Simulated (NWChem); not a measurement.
**C3H9BS (SMILES CSB(C)C) at 4 levels**

Aim: a comparison of 4 runs (HF/STO-3G, HF/3-21G, B3LYP/6-31G*) of C3H9BS. 

The calculation is run with NWChem 7.3.0.

## (1) Starting point

C3H9BS: 14 atoms, total charge 0, spin state singlet. SMILES: `CSB(C)C`. The shape is that of a PBE0-D4/def2-TZVP optimisation.

Bond lengths: C1–S2 1.807 Å, S2–B3 1.786 Å, B3–C4 1.570 Å, B3–C5 1.569 Å, C1–H6 1.090 Å, C1–H7 1.089 Å, C1–H8 1.089 Å, C4–H9 1.093 Å, C4–H10 1.098 Å, C4–H11 1.092 Å, C5–H12 1.091 Å, C5–H13 1.096 Å, C5–H14 1.097 Å. Some angles: C1–S2–B3 105.9°, S2–B3–C4 122.3°, S2–B3–C5 115.8°, C4–B3–C5 121.9°, S2–C1–H6 110.9°, S2–C1–H7 107.4°, S2–C1–H8 111.0°, B3–C4–H9 113.5°, B3–C4–H10 109.2°, B3–C4–H11 112.4°.

## (2) Energy and forces at HF/STO-3G (run 1)

sp.nw

```
start sp
memory stack 880 mb heap 220 mb global 1100 mb
charge 0
geometry noautosym nocenter noautoz
 C     -1.719200     0.141600     1.566500
 S     -0.630900     1.295000     0.700800
 B      0.404000     0.292300    -0.354400
 C      0.296200    -1.273100    -0.393400
 C      1.452400     1.071900    -1.222700
 H     -2.385800    -0.363300     0.868000
 H     -2.317500     0.723000     2.267200
 H     -1.142200    -0.597100     2.121400
 H     -0.734300    -1.638200    -0.404700
 H      0.753500    -1.689000     0.513500
 H      0.825700    -1.706200    -1.245100
 H      1.477300     2.151200    -1.062200
 H      2.457100     0.672900    -1.041200
 H      1.250700     0.889700    -2.285000
end
basis spherical bse
 * library STO-3G
end
scf
 thresh 1e-08
 maxiter 80
 print medium
end
task scf gradient
```

Launch:

```bash
$ nwchem sp.nw > sp.out
```

The program printed:

```text
[...]
  functions       =    38
[...]
  wavefunction    = RHF
[...]
         Total SCF energy =   -535.069739314031
      One-electron energy =  -1162.399453673053
      Two-electron energy =    413.870869201588
 Nuclear repulsion energy =    213.458845157434
        Time for solution =      3.7s
[...]
                         RHF ENERGY GRADIENTS
    atom               coordinates                        gradient
                 x          y          z           x          y          z
   1 C      -3.248817   0.267585   2.960256   -0.005956  -0.003738   0.004948
   2 S      -1.192228   2.447195   1.324320   -0.008113   0.005176   0.007891
   3 B       0.763449   0.552367  -0.669719    0.020602  -0.015724  -0.019330
   4 C       0.559737  -2.405810  -0.743418   -0.003264   0.017588  -0.001046
   5 C       2.744638   2.025597  -2.310568   -0.014141   0.000966   0.013750
   6 H      -4.508508  -0.686537   1.640282   -0.000666   0.000895  -0.005421
   7 H      -4.379440   1.366272   4.284387   -0.000953   0.004573   0.001793
   8 H      -2.158445  -1.128355   4.008865    0.005467  -0.000236   0.000693
   9 H      -1.387626  -3.095749  -0.764772   -0.007280  -0.003645   0.001941
  10 H       1.423909  -3.191747   0.970374    0.002815  -0.003316   0.007232
  11 H       1.560347  -3.224250  -2.352898    0.004587  -0.002481  -0.005639
[...]
```

It took 5.1 s on 1 thread of Intel Xeon Platinum 8488C (Sapphire Rapids), shared host; peak memory 0.1 GiB.

## (3) Energy and gradient at HF/3-21G (run 2)

run.xyz

```xyz
14

C     -1.719200     0.141600     1.566500
S     -0.630900     1.295000     0.700800
B      0.404000     0.292300    -0.354400
C      0.296200    -1.273100    -0.393400
C      1.452400     1.071900    -1.222700
H     -2.385800    -0.363300     0.868000
H     -2.317500     0.723000     2.267200
H     -1.142200    -0.597100     2.121400
H     -0.734300    -1.638200    -0.404700
H      0.753500    -1.689000     0.513500
H      0.825700    -1.706200    -1.245100
H      1.477300     2.151200    -1.062200
H      2.457100     0.672900    -1.041200
H      1.250700     0.889700    -2.285000
```

run.nw

```
start run
memory stack 880 mb heap 220 mb global 1100 mb
charge 0
geometry noautosym nocenter noautoz
load run.xyz
end
basis spherical bse
* library 3-21G
end
scf
thresh 1e-08
maxiter 80
end
task scf gradient
```

Launch:

```bash
$ nwchem run.nw > run.out
```

The program printed:

```text
[...]
  functions       =    67
[...]
  wavefunction    = RHF
[...]
         Total SCF energy =   -538.340279366594
      One-electron energy =  -1162.565785993944
      Two-electron energy =    410.766661469915
 Nuclear repulsion energy =    213.458845157435
        Time for solution =      4.1s
[...]
                         RHF ENERGY GRADIENTS
    atom               coordinates                        gradient
                 x          y          z           x          y          z
   1 C      -3.248817   0.267585   2.960256    0.024980   0.021939  -0.020297
   2 S      -1.192228   2.447195   1.324320   -0.005089  -0.029446   0.001327
   3 B       0.763449   0.552367  -0.669719   -0.010617   0.005182   0.011019
   4 C       0.559737  -2.405810  -0.743418    0.000343   0.010172  -0.000074
   5 C       2.744638   2.025597  -2.310568   -0.007921  -0.002246   0.007037
   6 H      -4.508508  -0.686537   1.640282   -0.004220  -0.003188  -0.005218
   7 H      -4.379440   1.366272   4.284387   -0.003856   0.004644   0.004622
   8 H      -2.158445  -1.128355   4.008865    0.004462  -0.004674   0.003350
   9 H      -1.387626  -3.095749  -0.764772   -0.004314  -0.001109   0.000968
  10 H       1.423909  -3.191747   0.970374    0.001104  -0.000732   0.002820
  11 H       1.560347  -3.224250  -2.352898    0.002520  -0.001955  -0.003440
[...]
```

Run time: 5.7 s. Hardware: 1 thread of Intel Xeon Platinum 8488C (Sapphire Rapids), shared host; peak memory 0.1 GiB.

Run 3 isn't shown in full; the table further down has it.

## (4) Energy and forces at B3LYP/6-31G(d) (Cartesian functions) (run 4)

run.py

```python
from ase import Atoms
from ase.calculators.nwchem import NWChem

molecule = Atoms(['C', 'S', 'B', 'C', 'C', 'H', 'H', 'H', 'H', 'H', 'H', 'H', 'H', 'H'], positions=[
    [-1.719200, 0.141600, 1.566500],
    [-0.630900, 1.295000, 0.700800],
    [0.404000, 0.292300, -0.354400],
    [0.296200, -1.273100, -0.393400],
    [1.452400, 1.071900, -1.222700],
    [-2.385800, -0.363300, 0.868000],
    [-2.317500, 0.723000, 2.267200],
    [-1.142200, -0.597100, 2.121400],
    [-0.734300, -1.638200, -0.404700],
    [0.753500, -1.689000, 0.513500],
    [0.825700, -1.706200, -1.245100],
    [1.477300, 2.151200, -1.062200],
    [2.457100, 0.672900, -1.041200],
    [1.250700, 0.889700, -2.285000],
])

calc = NWChem(
    label='geom',
    theory='dft',
    memory='2200 mb',
    basis='6-31G*',
    dft={'xc': 'b3lyp', 'mult': '1', 'grid': 'fine', 'convergence': 'energy 1e-08', 'iterations': '100', 'mulliken': None},
)
molecule.calc = calc

forces = molecule.get_forces()
print("Total energy (eV):", round(molecule.get_potential_energy(), 6))
print("forces (eV/A):")
for s, f in zip(molecule.symbols, forces):
    print(f"{s:2s} {f[0]:10.5f} {f[1]:10.5f} {f[2]:10.5f}")
print("dipole (e A):", molecule.get_dipole_moment().round(4))
```

Launch:

```bash
$ export ASE_NWCHEM_COMMAND="nwchem PREFIX.nwi > PREFIX.nwo"
$ python run.py
```

The program printed:

```text
Total energy (eV): -14771.106471
forces (eV/A):
C    -0.25593   -0.20996    0.21093
S     0.10536    0.61958   -0.02005
B     0.08726   -0.04983   -0.10675
C     0.01332   -0.10989   -0.00298
C     0.07523    0.02113   -0.06798
H    -0.09400   -0.08562   -0.02808
H    -0.07888    0.01851    0.08150
H     0.00864   -0.10115    0.07688
H    -0.09966   -0.06567   -0.02283
H     0.04911   -0.07122    0.08803
H     0.04777   -0.07194   -0.09133
H     0.03024    0.12244   -0.00596
H     0.11981   -0.01836    0.01059
H    -0.00833    0.00201   -0.12197
dipole (e A): [-0.08   -0.3167  0.0523]
```

The calculator wrote geom.nwi:

```
title "geom"

permanent_dir geom

scratch_dir geom

start geom

geometry units angstrom nocenter noautosym noautoz
  C  -1.7192000000000001e+00 1.4160000000000000e-01 1.5665000000000000e+00
  S  -6.3090000000000002e-01 1.2949999999999999e+00 7.0079999999999998e-01
  B  4.0400000000000003e-01 2.9230000000000000e-01 -3.5439999999999999e-01
  C  2.9620000000000002e-01 -1.2730999999999999e+00 -3.9340000000000003e-01
  C  1.4523999999999999e+00 1.0719000000000001e+00 -1.2226999999999999e+00
  H  -2.3858000000000001e+00 -3.6330000000000001e-01 8.6799999999999999e-01
  H  -2.3174999999999999e+00 7.2299999999999998e-01 2.2671999999999999e+00
  H  -1.1422000000000001e+00 -5.9709999999999996e-01 2.1214000000000000e+00
  H  -7.3429999999999995e-01 -1.6382000000000001e+00 -4.0470000000000000e-01
  H  7.5349999999999995e-01 -1.6890000000000001e+00 5.1349999999999996e-01
  H  8.2569999999999999e-01 -1.7061999999999999e+00 -1.2451000000000001e+00
  H  1.4773000000000001e+00 2.1511999999999998e+00 -1.0622000000000000e+00
  H  2.4571000000000001e+00 6.7290000000000005e-01 -1.0411999999999999e+00
  H  1.2506999999999999e+00 8.8970000000000005e-01 -2.2850000000000001e+00
end

memory 2200 mb

basis noprint
   * library 6-31G*
end

dft
  xc b3lyp
  mult 1
  grid fine
  convergence energy 1e-08
  iterations 100
  mulliken
end

task dft gradient
```

geom.nwo:

```text
Northwest Computational Chemistry Package (NWChem) 7.3.0
             --------------------------------------------------------

           Job information
           ---------------

    nwchem branch   = 7.3.0
    use scalapack   = T
    input           = geom.nwi
    prefix          = geom.
    data base       = geom/geom.db
    status          = startup
    nproc           =        1

           Memory information
           ------------------

    heap     =     72089596 doubles =      550.0 Mbytes
    stack    =     72089601 doubles =      550.0 Mbytes
    global   =    144179200 doubles =     1100.0 Mbytes (distinct from heap & stack)
    total    =    288358397 doubles =     2200.0 Mbytes
    verify   = yes
    hardfail = no

[... 117 lines left out ...]
  convergence criterion.
[... 41 lines left out ...]
          Spatial weights used:  Erf1
[... 79 lines left out ...]
         Total DFT energy =     -542.828155013438
[... 3 lines left out ...]
 Nuclear repulsion energy =      213.458845157434
[... 746 lines left out ...]
          Convergence on gradient requested:  5.00D-04
[... 28 lines left out ...]
          total energy or number of iterations.
[... 26 lines left out ...]
                         DFT ENERGY GRADIENTS

    atom               coordinates                        gradient
                 x          y          z           x          y          z
   1 C      -3.248817   0.267585   2.960256    0.004977   0.004083  -0.004102
   2 S      -1.192228   2.447195   1.324320   -0.002049  -0.012049   0.000390
   3 B       0.763449   0.552367  -0.669719   -0.001697   0.000969   0.002076
[... 10 lines of this table left out ...]
  14 H       2.363480   1.681289  -4.318024    0.000162  -0.000039   0.002372

                 ----------------------------------------
                 |  Time  |  1-e(secs)   |  2-e(secs)   |
                 ----------------------------------------
                 |  CPU   |       0.01   |       4.08   |
                 ----------------------------------------
                 |  WALL  |       0.01   |       4.08   |
                 ----------------------------------------

 Task  times  cpu:       36.4s     wall:       36.4s
 Total times  cpu:       36.5s     wall:       36.5s
```

Wall time 38 s (1 thread of Intel Xeon Platinum 8488C (Sapphire Rapids), shared host); peak memory 0.14 GiB.

## (5) All runs side by side

```
run                               level  iteration cap  module  energy (Eh)  dipole moment (D)  HOMO energy (eV)  LUMO energy (eV)  wall time
  1                           HF/STO-3G             80     scf  -535.069739               0.95             -7.39              7.68      5.1 s
  2                            HF/3-21G             80     scf  -538.340279               2.01             -9.94              3.72      5.7 s
  3  B3LYP/6-31G* (spherical functions)            100     dft  -542.822853               1.59             -6.83             -0.05       38 s
  4  B3LYP/6-31G* (Cartesian functions)            100     dft  -542.828155               1.59             -6.83             -0.05       38 s
```

## (6) What came out

| quantity | value |
| --- | --- |
| run 4: total energy | -542.82816 Eh |
| run 4: dipole moment | 1.59 D |
| run 4: HOMO energy | -6.83 eV |
| run 4: LUMO energy | -0.05 eV |
| run 4: HOMO–LUMO gap | 6.78 eV |
| run 4: largest force on an atom | 0.629 eV/Å |

In words: The dipole moment (its size) runs from 0.95 D (HF/STO-3G) to 2.01 D (HF/3-21G). The HOMO–LUMO gap runs from 6.78 eV (B3LYP/6-31G*) to 15.07 eV (HF/STO-3G). The two ends differ in method and basis. In run 1 the basis is minimal, so the values are rough. All runs together took 86 s, the longest 38 s.
